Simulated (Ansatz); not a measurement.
# CH5NO2Si: the cost of one run

All numbers below are computed with Ansatz 0.2.0 (RKS PBE0-D4/6-31G*).

**1. The structure to begin with**

Bond lengths: N1–C2 1.397 Å, C2–O3 1.443 Å, O3–Si4 1.639 Å, C2–O5 1.462 Å, Si4–O5 1.654 Å, N1–H6 1.090 Å, N1–H7 1.008 Å, C2–H8 1.148 Å, Si4–H9 1.513 Å, Si4–H10 1.404 Å. Angles (14 of 17 angles, heavy atoms first): N1–C2–O3 109.5°, N1–C2–O5 112.9°, O3–C2–O5 92.6°, C2–O3–Si4 89.9°, O3–Si4–O5 79.3°, C2–O5–Si4 88.7°, N1–C2–H8 113.3°, O3–C2–H8 114.7°, O5–C2–H8 112.2°, C2–N1–H6 110.3°, C2–N1–H7 112.0°, O3–Si4–H9 107.3°, O3–Si4–H10 116.1°, O5–Si4–H9 108.2°.

Coordinates:

```xyz
10

N    -0.5851    1.0242    1.3346
C     0.3146    0.4531    0.4306
O     0.2698   -0.9838    0.5504
Si    0.3812   -1.1203   -1.0787
O    -0.1974    0.4223   -0.9383
H    -0.9520    1.9769    0.9517
H    -1.4410    0.4951    1.4012
H     1.3671    0.9067    0.4900
H    -0.7539   -2.0104   -1.5343
H     1.6798   -1.2150   -1.6041
```

**2. End point A**

Input file input.yaml:

```yaml
crystal:
  periodic: [false, false, false]
  atoms:
    - { symbol: "N", position_ang: [-0.5851, 1.0242, 1.3346] }
    - { symbol: C, position_ang: [0.3146, 0.4531, 0.4306] }
    - { symbol: O, position_ang: [0.2698, -0.9838, 0.5504] }
    - { symbol: Si, position_ang: [0.3812, -1.1203, -1.0787] }
    - { symbol: O, position_ang: [-0.1974, 0.4223, -0.9383] }
    - { symbol: H, position_ang: [-0.952, 1.9769, 0.9517] }
    - { symbol: H, position_ang: [-1.441, 0.4951, 1.4012] }
    - { symbol: H, position_ang: [1.3671, 0.9067, 0.49] }
    - { symbol: H, position_ang: [-0.7539, -2.0104, -1.5343] }
    - { symbol: H, position_ang: [1.6798, -1.215, -1.6041] }
basis:
  gaussian: { orbitals: "6-31G*" }
hamiltonian:
  xc: pbe0
  dispersion: d4
relax:
  f_tol: 0.015
  max_steps: 40
```

Run with:

```sh
> ansatz run input.yaml --threads 1 --pin off --max-ram 2048MiB --backend cpu --events-out ev --progress --plain --runs-dir out
```

Q: Estimate wall time and peak memory on 1 thread of Arm Neoverse V1, shared host.

About 44 s, with a peak of 0.18 GiB.
